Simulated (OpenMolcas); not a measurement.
# [H2]+ (SMILES [H][H+]): UBP86/def2-SVPD

Aim: the vertical electron affinity of [H2]+ at UBP86/def2-SVPD, from 2 runs. 

The calculation is run with OpenMolcas 26.06.

### 1 The structure to begin with

The species is [H2]+ (2 atoms), meant as a doublet with charge +1. As SMILES, `[H][H+]`. The coordinates come from a GFN2-xTB relaxation.

### 2 Energy and forces at UBP86/def2-SVPD

coord.xyz reads:

```xyz
2

H      0.000000     0.000000     0.000000
H      0.000000     0.000000     1.026910
```

job.inp reads:

```
>>> EXPORT MOLCAS_PRINT=2

&GATEWAY
 BasLib = $CurrDir
 Coord = coord.xyz
 Basis = def2-SVPD
 Group = NoSym

&SEWARD
 GridInput
 Grid=Coarse
 End of Grid

&SCF
 UHF
 Charge = 1
 Spin = 2
 KSDFT = 2
 1.0 GGA_X_B88
 1.0 GGA_C_P86
 PrOrbitals = 0

&ALASKA
```

The basis set def2-SVPD is read from a file made from the Basis Set Exchange's data (not shown).

Command:

```
export MOLCAS_MEM=1860
pymolcas job.inp > job.log
```

What it wrote, cut to the lines that bear on the results:

```text
--- Start Module: gateway ---
[...]
--- Stop Module: gateway /rc=_RC_ALL_IS_WELL_ ---
[...]
      Basis functions           16
[...]
--- Start Module: scf ---
[...]
       Convergence after   8 Iterations
[...]
::    Total KS-DFT energy                              -0.6070711431
[...]
      Total spin, S                                     0.5000000000
[...]
      Total electronic charge=    1.000000
      Total            charge=    1.000000
[...]
      Dipole Moment (debye):
      Origin of the operator (angstrom)=    0.0000    0.0000    0.5135
                   X=  6.7408E-17               Y=  6.2498E-17               Z=  2.6014E-15           Total=  2.6031E-15
      Center of Charge (angstrom)
[...]
--- Stop Module: scf /rc=_RC_ALL_IS_WELL_ ---
--- Start Module: alaska ---
[...]
 *              Molecular gradients               *
 **************************************************
  Irreducible representation: a
 ------------------------------------------------------------------------------------------
                              X                       Y                       Z
 ------------------------------------------------------------------------------------------
  H1               -6.98674087537266E-17   -4.03516198893619E-17    2.00870917160435E-02
  H2                6.90000470157382E-17    4.04058299979862E-17   -2.00870917160435E-02
 ------------------------------------------------------------------------------------------
--- Stop Module: alaska /rc=_RC_ALL_IS_WELL_ ---
[...]
```

Run time: 2.2 s. Hardware: 1 thread of Arm Neoverse V1, shared host; peak memory 0.37 GiB.

### 3 Singlet neutral H2, same level

coord.xyz is that of step 2.

job.input reads:

```
&GATEWAY
 BasLib = $CurrDir
 Coord = coord.xyz
 Basis = def2-SVPD
 Group = NoSym

&SEWARD
 GridInput
 Grid=Coarse
 End of Grid

&SCF
 KSDFT = 2
 1.0 GGA_X_B88
 1.0 GGA_C_P86
 PrOrbitals = 0

&ALASKA
```

The basis set def2-SVPD is read from a file made from the Basis Set Exchange's data (not shown).

Command:

```
export MOLCAS_MEM=1860
pymolcas job.input > job.log
```

What it wrote, cut to the lines that bear on the results:

```text
--- Start Module: gateway ---
[...]
--- Stop Module: gateway /rc=_RC_ALL_IS_WELL_ ---
[...]
      Basis functions           16
[...]
--- Start Module: scf ---
[...]
       Convergence after   5 Iterations
[...]
::    Total KS-DFT energy                              -1.1464909594
[...]
      Total spin, S                                     0.0000000000
[...]
      Total electronic charge=    2.000000
      Total            charge=    0.000000
[...]
      Dipole Moment (debye):
      Origin of the operator (angstrom)=    0.0000    0.0000    0.5135
                   X=  1.0722E-16               Y= -2.6298E-17               Z= -7.4152E-15           Total=  7.4160E-15
      Quadrupole Moment (debye*angstrom):
[...]
--- Stop Module: scf /rc=_RC_ALL_IS_WELL_ ---
--- Start Module: alaska ---
[...]
 *              Molecular gradients               *
 **************************************************
  Irreducible representation: a
 ------------------------------------------------------------------------------------------
                              X                       Y                       Z
 ------------------------------------------------------------------------------------------
  H1               -9.56327973027021E-17   -3.25259667091668E-17   -8.25121047142805E-02
  H2                9.21633503507485E-17    4.14164245235480E-17    8.25121047142807E-02
 ------------------------------------------------------------------------------------------
--- Stop Module: alaska /rc=_RC_ALL_IS_WELL_ ---
[...]
```

Run time: 1.9 s. Hardware: 1 thread of Arm Neoverse V1, shared host; peak memory 0.37 GiB.

### 4 Outcome

At UBP86/def2-SVPD:

```
                                           quantity        value
                        doublet [H2]+: total energy  -0.60707 Eh
  doublet [H2]+: HOMO energy (highest over α and β)    -24.03 eV
                                doublet [H2]+: ⟨S²⟩        0.750
            doublet [H2]+: largest force on an atom   1.033 eV/Å
                   singlet neutral H2: total energy  -1.14649 Eh
                  singlet neutral H2: dipole moment       0.00 D
                    singlet neutral H2: HOMO energy     -9.26 eV
                    singlet neutral H2: LUMO energy     -0.62 eV
                  singlet neutral H2: HOMO–LUMO gap      8.64 eV
       singlet neutral H2: largest force on an atom   4.243 eV/Å
vertical electron affinity (to the singlet neutral)    14.678 eV
```

At fixed nuclei the extra electron is bound by 14.68 eV (338 kcal/mol). The largest force (doublet [H2]+) is 1.03 eV/Å: the shape isn't a stationary point for this species at this level.
